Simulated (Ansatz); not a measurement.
**SiNH4ClO (SMILES N[SiH](O)Cl) at CCSD(T)/6-31G(d) (spherical functions)**

Aim: the vertical ionisation energy of SiNH4ClO at CCSD(T)/6-31G* (spherical functions), from 2 runs. 

The calculation is run with Ansatz 0.2.0.

128 further runs of the same task are left out: 128 set aside as unsound or not needed.

## Step 1: The structure to begin with

The species is SiNH4ClO (8 atoms), meant as a singlet with charge 0. As SMILES, `N[SiH](O)Cl`. Geometry: relaxed at PBE0-D4/def2-TZVP. This is one conformer, not always the lowest.

Bond lengths: N1–Si2 1.700 Å, Si2–O3 1.631 Å, Si2–Cl4 2.058 Å, N1–H5 1.006 Å, N1–H6 1.007 Å, Si2–H7 1.474 Å, O3–H8 0.960 Å. Angles: N1–Si2–O3 111.2°, N1–Si2–Cl4 104.5°, O3–Si2–Cl4 112.6°, N1–Si2–H7 117.4°, O3–Si2–H7 103.8°, Cl4–Si2–H7 107.5°, Si2–N1–H5 120.7°, Si2–N1–H6 121.4°, Si2–O3–H8 116.7°, H5–N1–H6 112.4°.

## Step 2: The energy at CCSD(T)/6-31G(d) (spherical functions)

File in.yaml:

```yaml
crystal:
  periodic: [false, false, false]
  atoms:
    - symbol: "N"
      position_ang: [-0.749800, 0.885600, -0.289000]
    - symbol: Si
      position_ang: [0.524400, -0.226200, -0.115300]
    - symbol: O
      position_ang: [0.551300, -0.861300, 1.386900]
    - symbol: Cl
      position_ang: [0.173100, -1.641600, -1.566900]
    - symbol: H
      position_ang: [-1.217200, 0.998000, -1.172700]
    - symbol: H
      position_ang: [-0.806900, 1.712400, 0.283000]
    - symbol: H
      position_ang: [1.896700, 0.277200, -0.308600]
    - symbol: H
      position_ang: [-0.279500, -1.201200, 1.726700]
basis:
  gaussian: {orbitals: 6-31G_st_-spherical.json}
correlation: {method: ccsd_t, frozen_orbitals: {Cl: 5, H: 0, "N": 1, O: 1, Si: 5}}
accuracy: high
scf: {omitted_lower_state_checks: [cluster_reference, increment]}
```

The basis set 6-31G* is read from a file made from the Basis Set Exchange's data (not shown).

Launch:

```console
ansatz run in.yaml --threads 1 --pin off --max-ram 3480MiB --events-out events.jsonl --progress --plain --runs-dir runs
```

Standard output, shortened:

```text
Warning: RAYON_NUM_THREADS=1 ignored (pool sized by the plan → 1); use --threads N
Functional definition: HF
  name "HF"
[...]
1602 factors; integrals over basis functions are off by at most 3.7e-9 eV
[...]
mean field -23950.43055944 eV, -880.1620888745 hartree, gradient 2.3e-8 eV, S^2 0.000000; 0 other end points of the search recorded, 0 dependent functions left out
12 core orbitals not correlated: weight in the atoms' cores, before any rotation towards them, 1.000 or more for the frozen orbitals, at most 0.000 for the correlated occupied ones
reference -23950.43055944 eV, -880.1620888745 hartree; 13, 13 occupied and 47, 47 virtual orbitals, 1602 factors
second order -14.84186839 eV of doubles, -0.00000000 eV of singles
cycle   1  -15.39706642 eV  change   -5.6e-1 eV  update   7.9e-2
[...]
cycle  20  -15.79888939 eV  change   2.8e-10 eV  update   2.4e-9
perturbative correction -0.31610836 eV, -0.0116167680 hartree
Total energy: -23966.54555719 eV, -880.7543041187 hartree
Checks for a lower state left out: cluster_reference, increment
```

Wall time 4.8 s (1 thread of Intel Xeon 6975P-C (Granite Rapids), shared host); peak memory 0.3 GiB.

## Step 3: The doublet cation, same level

File molecule.yaml:

```yaml
crystal:
  periodic: [false, false, false]
  atoms:
    - {symbol: N, position_ang: [-0.749800, 0.885600, -0.289000]}
    - {symbol: Si, position_ang: [0.524400, -0.226200, -0.115300]}
    - {symbol: O, position_ang: [0.551300, -0.861300, 1.386900]}
    - {symbol: Cl, position_ang: [0.173100, -1.641600, -1.566900]}
    - {symbol: H, position_ang: [-1.217200, 0.998000, -1.172700]}
    - {symbol: H, position_ang: [-0.806900, 1.712400, 0.283000]}
    - {symbol: H, position_ang: [1.896700, 0.277200, -0.308600]}
    - {symbol: H, position_ang: [-0.279500, -1.201200, 1.726700]}
basis:
  gaussian:
    orbitals: 6-31G_st_-spherical.json
correlation:
  method: ccsd_t
  frozen_orbitals: {Cl: 5, H: 0, "N": 1, O: 1, Si: 5}
magnetization:
  spin_polarized: true
  initial_magnetization: 1
accuracy: high
scf:
  omitted_lower_state_checks: [cluster_reference, increment]
total_charge: 1
```

The basis set 6-31G* is read from a file made from the Basis Set Exchange's data (not shown).

Launch:

```console
ansatz run molecule.yaml --threads 1 --pin off --max-ram 3480MiB --events-out events.jsonl --progress --plain --runs-dir runs
```

Standard output, shortened:

```text
Warning: RAYON_NUM_THREADS=1 ignored (pool sized by the plan → 1); use --threads N
[... 2 set-up lines as earlier in the session ...]
[...]
1601 factors; integrals over basis functions are off by at most 3.7e-9 eV
[...]
mean field -23941.14786763 eV, -879.8209562425 hartree, gradient 1.6e-8 eV, S^2 0.759770; 5 other end points of the search recorded, 0 dependent functions left out
12 core orbitals not correlated: weight in the atoms' cores, before any rotation towards them, 1.000 or more for the frozen orbitals, at most 0.000 for the correlated occupied ones
reference -23941.14786763 eV, -879.8209562425 hartree; 13, 12 occupied and 47, 48 virtual orbitals, 1601 factors
second order -13.81970822 eV of doubles, -0.00000000 eV of singles
cycle   1  -14.51763123 eV  change   -7.0e-1 eV  update   9.0e-2
[...]
cycle  39  -14.99554406 eV  change   4.0e-10 eV  update   1.8e-9
perturbative correction -0.32097423 eV, -0.0117955852 hartree
Total energy: -23956.46438592 eV, -880.3838279077 hartree
Checks for a lower state left out: cluster_reference, increment
```

It took 24 s on 1 thread of Intel Xeon 6975P-C (Granite Rapids), shared host; peak memory 0.53 GiB.

## Step 4: Results

Level: CCSD(T)/6-31G* (spherical functions), 12 core orbitals frozen.

```
                                                      quantity          value
                                singlet SiNH4ClO: total energy  -880.75430 Eh
singlet SiNH4ClO: correlation energy (12 core orbitals frozen)     -592.2 mEh
                              singlet SiNH4ClO: (T) correction     -11.62 mEh
                               singlet SiNH4ClO: T1 diagnostic          0.010
                                  doublet cation: total energy  -880.38383 Eh
  doublet cation: correlation energy (12 core orbitals frozen)     -562.9 mEh
                                doublet cation: (T) correction     -11.80 mEh
             doublet cation: ⟨S²⟩ of the reference determinant          0.760
                                 doublet cation: T1 diagnostic          0.022
            vertical ionisation energy (to the doublet cation)      10.081 eV
```

In words: The vertical ionisation energy comes to 10.08 eV (232 kcal/mol). The triples (singlet SiNH4ClO) make up 2.0 % of the correlation energy. The triples (doublet cation) make up 2.1 % of the correlation energy.
